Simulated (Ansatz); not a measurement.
What does this script print? It uses the Ansatz DFT code, driven from Python.

`bde.py`
```python
'''Cost of removing each kind of hydrogen from C4H7F, fragments frozen.'''

import ansatz
from ase import Atoms

BASIS_SET = 'cc-pVDZ'
METHOD = 'mp2'


def total_energy(molecule, charge=0, unpaired=0):
    calc = (
        molecule.calculation()
        .basis(gaussian=BASIS_SET)
        .correlation(METHOD)
        .scf(lower_state_search='light')
    )
    if charge:
        calc = calc.charge(charge)
    if unpaired:
        calc = calc.spin('collinear', total=unpaired)
    return calc.run(threads=1, pin='off').report['free_energy_ev']

def without(molecule, index):
    rest = ansatz.Crystal.molecule()
    for i, site in enumerate(molecule.cartesian_sites):
        if i != index:
            rest = rest.atom(site.symbol, site.position_ang)
    return rest


def main() -> None:
    atoms = Atoms(['F', 'C', 'C', 'C', 'C', 'H', 'H', 'H', 'H', 'H', 'H', 'H'], positions=[
        (-1.6266, -1.108, -1.0488),
        (-0.9987, -0.4138, -0.093),
        (0.3767, -0.9646, 0.2278),
        (0.9467, 0.504, 0.4089),
        (-0.282, 0.8861, -0.5409),
        (-1.6113, -0.2555, 0.8046),
        (0.5, -1.5882, 1.1403),
        (0.9244, -1.4723, -0.6019),
        (0.7687, 0.8905, 1.4769),
        (1.8807, 0.7209, 0.0741),
        (-0.0211, 0.9155, -1.5633),
        (-0.7804, 1.8302, -0.2507),
    ])
    geometry = ansatz.Crystal.molecule_from_ase(atoms)

    whole = total_energy(geometry, 0)
    hydrogen = total_energy(ansatz.Crystal.molecule().atom('H', (0, 0, 0)), 0, 1)
    print(f'E(molecule) = {whole:.5f} eV, E(H) = {hydrogen:.5f} eV')
    for index in [5, 11]:
        radical = total_energy(without(geometry, index), 0, 1)
        print(f'H{index}: homolysis {(radical + hydrogen - whole):.3f} eV')


if __name__ == '__main__':
    main()
```

```console
$ python bde.py
E(molecule) = -6957.78180 eV, E(H) = -13.58606 eV
H5: homolysis 4.643 eV
H11: homolysis 4.634 eV
```

Reading the output:
- The settings weren't tested for convergence.
- The geometry is a force-field or estimated start, not a minimum of this method, and the basis set is short of its limit. All parts are taken at fixed geometry, without zero-point energy.
- It ran for 5 s on 1 thread of Arm Neoverse V2 (shared host), peak memory 0.27 GiB.

(Lines on the test bed's own set-up are left out of the output.)
